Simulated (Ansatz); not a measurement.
**CH4GeOSe: one species, many methods**

One table from this session's results is given with a row withheld; the runs are named, their logs left out.

The runs use Ansatz 0.2.0, Gaussian basis; functionals in def2-TZVPP, the program's frozen cores in correlated methods.

Plan: PBE-D4, r2SCAN-D4, PBE0-D4, B3LYP-D4, ωB97X-V, ωB97M-V, B2PLYP; CCSD(T)/def2-TZVPP; MP2/def2-QZVPP; extrapolation to the limit.

### The relaxed structure

All runs share one geometry, relaxed beforehand with PBE0-D4 in a triple-zeta def2 set.

8 atoms, charge 0, spin multiplicity 1.

Atoms are counted from 1 here; the program's logs count them from 0.

Bond lengths: C1–O2 1.404 Å, C1–Se4 2.015 Å, C1–H5 1.092 Å, C1–H6 1.092 Å, O2–Ge3 1.801 Å, Ge3–Se4 2.339 Å, Ge3–H7 1.539 Å, Ge3–H8 1.539 Å. Angles: O2–C1–Se4 105.7°, O2–C1–H5 111.6°, O2–C1–H6 111.6°, Se4–C1–H5 108.5°, Se4–C1–H6 108.5°, H5–C1–H6 110.6°, C1–O2–Ge3 102.3°, O2–Ge3–Se4 82.1°, O2–Ge3–H7 111.7°, O2–Ge3–H8 111.7°, Se4–Ge3–H7 118.3°, Se4–Ge3–H8 118.3°, H7–Ge3–H8 111.2°, C1–Se4–Ge3 69.9°.

The first run:

in.yaml

```yaml
crystal:
  periodic: [false, false, false]
  atoms:
    - {symbol: C, position_ang: [-0.838418, 0.888998, 0.119152]}
    - {symbol: O, position_ang: [0.415392, 0.807594, -0.507110]}
    - {symbol: Ge, position_ang: [0.906199, -0.890542, -0.160932]}
    - {symbol: Se, position_ang: [-1.161475, -0.925699, 0.932655]}
    - {symbol: H, position_ang: [-0.841620, 1.632735, 0.918397]}
    - {symbol: H, position_ang: [-1.634695, 1.093505, -0.599232]}
    - {symbol: H, position_ang: [2.184830, -0.950726, 0.694250]}
    - {symbol: H, position_ang: [1.061989, -1.712865, -1.452979]}
basis:
  gaussian: {orbitals: def2-TZVPP}
hamiltonian: {xc: pbe, dispersion: d4}
output: {forces: true, orbitals: {seedname: orbitals}}
```

Launch:

```console
$ ansatz run in.yaml --threads 4 --pin off --events-out ev --progress --plain --max-ram 10444MiB
```

Among the steps run: PBE-D4 (GGA); r2SCAN-D4 (meta-GGA); PBE0-D4 (hybrid); B3LYP-D4 (hybrid); ωB97X-V (range-separated); ωB97M-V (range-separated); B2PLYP (double hybrid); CCSD(T) in def2-TZVPP; MP2 in def2-QZVPP.

One of the session's tables, all rows but one given; the rest of the session is left out.

| method | atomisation energy (kcal/mol) |
| --- | --- |
| PBE-D4 | 639.6 |
| r2SCAN-D4 | 629.1 |
| PBE0-D4 | 624.8 |
| B3LYP-D4 | 620.3 |
| ωB97X-V | 629.7 |
| ωB97M-V | 622.5 |
| B2PLYP | 615.8 |
| HF/def2-TZVPP | 421.7 |
| MP2/def2-TZVPP | 623.8 |
| CCSD/def2-TZVPP | 599.0 |
| CCSD(T)/def2-TZVPP | 612.2 |
| MP2/CBS | ? |
| CCSD(T)/CBS | 629.4 |

Estimate the missing values for MP2/CBS.

The run gave: atomisation energy (kcal/mol): 641.0. In the column «atomisation energy (kcal/mol)» it is the highest.
